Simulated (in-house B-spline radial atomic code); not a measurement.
# Al⁴⁺: a fraction of an electron removed from 2p

How does the ωB97X energy of Al⁴⁺ change when part of an electron is removed from 2p?

The numbers are computed with in-house B-spline radial atomic code version 1 (scalar-relativistic (spin-free one-electron X2C) wB97X, spin-polarised, spherical fractional occupations, Fermi nucleus, basis-set limit), except any that are marked as measured or tabulated.

### 1 The system

| Property | Result |
| --- | --- |
| element | aluminium (Z = 13) |
| charge | +4 |
| electrons | 9 |
| configuration | [He] 2s2 2p5 |
| Hamiltonian | scalar-relativistic (X2C) |
| nucleus | Fermi, rms radius 3.061 fm |

Outer shells as boxes (Hund's rule):

[He] 2s2 2p5
```
[He] core
2s [↑↓]
2p [↑↓][↑↓][↑ ]
```

Where spins are not typed, each open shell is filled with up spins first.

### 2 The start, at fraction 0

The run's settings:

```ini
Z = 13
electrons = 9.0
configuration = [He] 2s2 2p5
hamiltonian = x2c
method = wb97x
spin_polarised = True
nucleus = fermi
rms_radius = 3.061
mass_number = 27
atomic_mass = 26.981538408
speed_of_light = 137.035999084
```

### 3 0.07 electron removed from 2p

The settings differ from step 2 so:

```diff
@@ -1,4 +1,4 @@
 Z = 13
-electrons = 9.0
-configuration = [He] 2s2 2p5
+electrons = 8.93
+configuration = [He] 2s2 2p4.93
 hamiltonian = x2c
```

### 4 0.2 electron removed from 2p

The settings differ from step 3 so:

```diff
@@ -1,4 +1,4 @@
 Z = 13
-electrons = 8.93
-configuration = [He] 2s2 2p4.93
+electrons = 8.8
+configuration = [He] 2s2 2p4.8
 hamiltonian = x2c
```

### 5 0.25 electron removed from 2p

The settings differ from step 4 so:

```diff
@@ -1,4 +1,4 @@
 Z = 13
-electrons = 8.8
-configuration = [He] 2s2 2p4.8
+electrons = 8.75
+configuration = [He] 2s2 2p4.75
 hamiltonian = x2c
```

### 6 0.42 electron removed from 2p

The settings differ from step 5 so:

```diff
@@ -1,4 +1,4 @@
 Z = 13
-electrons = 8.75
-configuration = [He] 2s2 2p4.75
+electrons = 8.58
+configuration = [He] 2s2 2p4.58
 hamiltonian = x2c
```

### 7 0.5 electron removed from 2p

The settings differ from step 6 so:

```diff
@@ -1,4 +1,4 @@
 Z = 13
-electrons = 8.58
-configuration = [He] 2s2 2p4.58
+electrons = 8.5
+configuration = [He] 2s2 2p4.5
 hamiltonian = x2c
```

### 8 0.59 electron removed from 2p

The settings differ from step 7 so:

```diff
@@ -1,4 +1,4 @@
 Z = 13
-electrons = 8.5
-configuration = [He] 2s2 2p4.5
+electrons = 8.41
+configuration = [He] 2s2 2p4.41
 hamiltonian = x2c
```

### 9 0.74 electron removed from 2p

The settings differ from step 8 so:

```diff
@@ -1,4 +1,4 @@
 Z = 13
-electrons = 8.41
-configuration = [He] 2s2 2p4.41
+electrons = 8.26
+configuration = [He] 2s2 2p4.26
 hamiltonian = x2c
```

### 10 0.84 electron removed from 2p

The settings differ from step 9 so:

```diff
@@ -1,4 +1,4 @@
 Z = 13
-electrons = 8.26
-configuration = [He] 2s2 2p4.26
+electrons = 8.16
+configuration = [He] 2s2 2p4.16
 hamiltonian = x2c
```

### 11 0.91 electron removed from 2p

The settings differ from step 10 so:

```diff
@@ -1,4 +1,4 @@
 Z = 13
-electrons = 8.16
-configuration = [He] 2s2 2p4.16
+electrons = 8.09
+configuration = [He] 2s2 2p4.09
 hamiltonian = x2c
```

### 12 1 electron removed from 2p

The settings differ from step 11 so:

```diff
@@ -1,4 +1,4 @@
 Z = 13
-electrons = 8.09
-configuration = [He] 2s2 2p4.09
+electrons = 8.0
+configuration = [He] 2s2 2p4
 hamiltonian = x2c
```

Q: How does the energy change with the fraction, and which way and how far does it bend from the straight line between the ends?

As calculated:

| fraction | energy change (eV) | less the straight line (eV) | level 2p down (eV) | sum of <r²> (bohr²) |
| --- | --- | --- | --- | --- |
| 0 | 0.0000 | 0.0000 | -139.11 | 2.8865 |
| 0.07 | 9.8100 | -0.9824 | -141.18 | 2.8392 |
| 0.2 | 28.4145 | -2.4207 | -145.05 | 2.7529 |
| 0.25 | 35.7045 | -2.8395 | -146.55 | 2.7203 |
| 0.42 | 61.0529 | -3.7010 | -151.68 | 2.6118 |
| 0.5 | 73.2841 | -3.8038 | -154.11 | 2.5620 |
| 0.59 | 87.2772 | -3.6865 | -156.85 | 2.5068 |
| 0.74 | 111.1504 | -2.9398 | -161.46 | 2.4167 |
| 0.84 | 127.4508 | -2.0570 | -164.55 | 2.3581 |
| 0.91 | 139.0452 | -1.2549 | -166.72 | 2.3177 |
| 1 | 154.1759 | 0.0000 | -169.52 | 2.2664 |

What this shows: From fraction 0 to 1 the energy changes by 154.176 eV. It sags under the straight line by up to 3.80 eV (at 0.5); exact theory is straight between whole electron numbers, so this convex bend is an error (delocalisation) that favours fractional charges. Slater's transition state, the slope from the orbital energy at fraction 0.5 (Janak's theorem), gives 154.107 eV for the whole step. The tabulated ionisation energy is 153.825 ± 0.0025 eV (semi-empirical; NIST Atomic Spectra Database), so the whole step is off by +0.35 eV, and minus the highest level at fraction 0 (139.11 eV) by -14.72 eV. Open shells are averaged (over orientations, and over spins where the run is restricted), while tables refer to the lowest levels. Here exact exchange is taken at spherical fractional occupations, which leaves self-interaction in open p, d and f shells; that spoils the energies somewhat, at whole numbers too.
